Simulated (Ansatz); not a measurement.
# RuC+ (doublet): the correlation ladder, def2-TZVPP

One table from this session's results is given with a row withheld; the runs are named, their logs left out.

Method: def2-TZVPP, core rule «outside noble gas», up to 5 orbitals frozen; program: Ansatz 0.2.0, Gaussian basis.

The runs, in order: UHF; ROHF; CCSD(T) on UHF.

2 further runs of the same task are left out: 2 set aside as unsound or not needed.

### The geometry

The geometry is a PBE0/def2-TZVP stationary point (not a proven minimum) of the parent state, kept for this charge and spin. No spin-orbit coupling is included. Elements past krypton take def2 core potentials.

2 atoms, charge 1, spin multiplicity 2.

Atoms are counted from 1 here; the program's logs count them from 0.

Bond lengths: Ru1–C2 1.605 Å.

The first run:

Input file in.yaml:

```yaml
crystal:
  periodic: [false, false, false]
  atoms:
    - {symbol: Ru, position_ang: [0.000000, 0.000000, 0.000000]}
    - {symbol: C, position_ang: [0.000000, 0.000000, 1.605400]}
basis:
  gaussian: {orbitals: def2-TZVPP}
total_charge: 1
magnetization: {spin_polarized: true, initial_magnetization: 1}
hamiltonian: {xc: hf}
output: {orbitals: {seedname: orbitals}}
```

Run with:

```
> ansatz run in.yaml --threads 1 --pin off --events-out ev --progress --plain --max-ram 4096MiB --backend cpu
```

Steps of the session up to this table: UHF; ROHF; CCSD(T) on UHF.

One table of the session follows, with a row left open; its other results are not shown here.

```
  method  from UCCSD(T) (kcal/mol)
    ROHF                         ?
     UHF                   +261.05
    UMP2                    +31.49
   UCCSD                    +16.11
UCCSD(T)                         0
```

Q: Estimate the row for ROHF from the others.

The run gave: from UCCSD(T) (kcal/mol): +278.47. In the column «from UCCSD(T) (kcal/mol)» it is the highest.

The program flags UCCSD(T) as in doubt (see the logs), so the zero of the table is itself unsure.

Limits of these values: The determinant is far from a pure spin state, so its energy mixes those of several spin states (harmless only where they are near-degenerate, as at dissociation). The program flags UCCSD(T) as in doubt, so the zero of the table is itself unsure.
